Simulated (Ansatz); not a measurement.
# C2H6F2SSi2: a ladder of functionals and wavefunction methods

One table from this session's results is given with a row withheld; the runs are named, their logs left out.

Program: Ansatz 0.2.0, Gaussian basis. Level of theory: functionals in def2-TZVPP, the program's frozen cores in correlated methods. These are calculated values, not measurements.

Levels to be run: PBE-D4, r2SCAN-D4, PBE0-D4, B3LYP-D4, ωB97X-V, ωB97M-V, B2PLYP; CCSD(T)/def2-TZVPP; MP2/def2-QZVPP; extrapolation to the limit.

### The relaxed structure

All runs share one geometry, relaxed beforehand with PBE0-D4 in a triple-zeta def2 set.

SMILES `C=C[SiH2]S[SiH](F)F`, 13 atoms, charge 0, spin multiplicity 1.

Atoms are counted from 1 here; the program's logs count them from 0.

Bond lengths: C1–C2 1.331 Å, C1–H8 1.086 Å, C1–H9 1.086 Å, C2–Si3 1.848 Å, C2–H10 1.088 Å, Si3–S4 2.163 Å, Si3–H11 1.483 Å, Si3–H12 1.484 Å, S4–Si5 2.098 Å, Si5–F6 1.588 Å, Si5–F7 1.586 Å, Si5–H13 1.471 Å. Angles: C2–C1–H8 122.1°, C2–C1–H9 121.7°, H8–C1–H9 116.2°, C1–C2–Si3 121.5°, C1–C2–H10 119.0°, Si3–C2–H10 119.4°, C2–Si3–S4 111.6°, C2–Si3–H11 109.3°, C2–Si3–H12 112.8°, S4–Si3–H11 110.0°, S4–Si3–H12 102.4°, H11–Si3–H12 110.5°, Si3–S4–Si5 99.8°, S4–Si5–F6 111.2°, S4–Si5–F7 112.1°, S4–Si5–H13 110.2°, F6–Si5–F7 105.9°, F6–Si5–H13 109.2° and more.

Coordinates:

```mol
C2H6F2SSi2
  3D, bonds by distance, orders not assigned

 13 12  0  0  0  0  0  0  0  0999 V2000
   -1.0420    1.7734   -0.2582 C   0  0
   -1.0729    0.7633    0.6074 C   0  0
   -1.1802   -0.9927    0.0405 Si  0  0
    0.5768   -2.1218    0.6046 S   0  0
    2.0739   -0.8009   -0.0393 Si  0  0
    1.6945   -0.1399   -1.4330 F   0  0
    2.2817    0.4038    0.9708 F   0  0
   -0.9702    2.8081    0.0645 H   0  0
   -1.0798    1.6073   -1.3311 H   0  0
   -1.0144    0.9784    1.6722 H   0  0
   -1.3516   -1.0219   -1.4320 H   0  0
   -2.2712   -1.7460    0.7064 H   0  0
    3.3554   -1.5112   -0.1730 H   0  0
  1  2  8  0
  2  3  8  0
  3  4  8  0
  4  5  8  0
  5  6  8  0
  5  7  8  0
  1  8  8  0
  1  9  8  0
  2 10  8  0
  3 11  8  0
  3 12  8  0
  5 13  8  0
M  END
```

The first run:

Input file in.yaml:

```yaml
crystal:
  periodic: [false, false, false]
  atoms:
    - {symbol: C, position_ang: [-1.042002, 1.773392, -0.258152]}
    - {symbol: C, position_ang: [-1.072885, 0.763293, 0.607426]}
    - {symbol: Si, position_ang: [-1.180156, -0.992705, 0.040501]}
    - {symbol: S, position_ang: [0.576777, -2.121770, 0.604624]}
    - {symbol: Si, position_ang: [2.073892, -0.800899, -0.039314]}
    - {symbol: F, position_ang: [1.694497, -0.139885, -1.433020]}
    - {symbol: F, position_ang: [2.281682, 0.403836, 0.970835]}
    - {symbol: H, position_ang: [-0.970195, 2.808094, 0.064478]}
    - {symbol: H, position_ang: [-1.079779, 1.607318, -1.331050]}
    - {symbol: H, position_ang: [-1.014442, 0.978421, 1.672235]}
    - {symbol: H, position_ang: [-1.351581, -1.021896, -1.432012]}
    - {symbol: H, position_ang: [-2.271163, -1.746001, 0.706426]}
    - {symbol: H, position_ang: [3.355355, -1.511207, -0.172966]}
basis:
  gaussian: {orbitals: def2-TZVPP}
hamiltonian: {xc: pbe, dispersion: d4}
output: {forces: true, orbitals: {seedname: orbitals}}
```

The run is started by

```sh
$ ansatz run in.yaml --threads 2 --pin off --events-out ev --progress --plain --max-ram 22528MiB --backend cuda --devices 0, --max-vram 18GiB
```

Among the steps run: PBE-D4 (GGA); r2SCAN-D4 (meta-GGA); PBE0-D4 (hybrid); B3LYP-D4 (hybrid); ωB97X-V (range-separated); ωB97M-V (range-separated); B2PLYP (double hybrid); CCSD(T) in def2-TZVPP; MP2 in def2-QZVPP.

One of the session's tables, all rows but one given; the rest of the session is left out.

| method | atomisation energy (kJ/mol) |
| --- | --- |
| PBE-D4 | ? |
| r2SCAN-D4 | 5057.1 |
| PBE0-D4 | 5021.9 |
| B3LYP-D4 | 5019.2 |
| ωB97X-V | 5060.3 |
| ωB97M-V | 5057.1 |
| B2PLYP | 4972.9 |
| HF/def2-TZVPP | 3770.9 |
| MP2/def2-TZVPP | 5018.0 |
| CCSD/def2-TZVPP | 4831.5 |
| CCSD(T)/def2-TZVPP | 4908.1 |
| MP2/CBS | 5163.4 |
| CCSD(T)/CBS | 5053.5 |

**Question.** Estimate the row for PBE-D4.

The run gave: atomisation energy (kJ/mol): 5099.3. In the column «atomisation energy (kJ/mol)» it lies between ωB97X-V (5060.3) and MP2/CBS (5163.4).
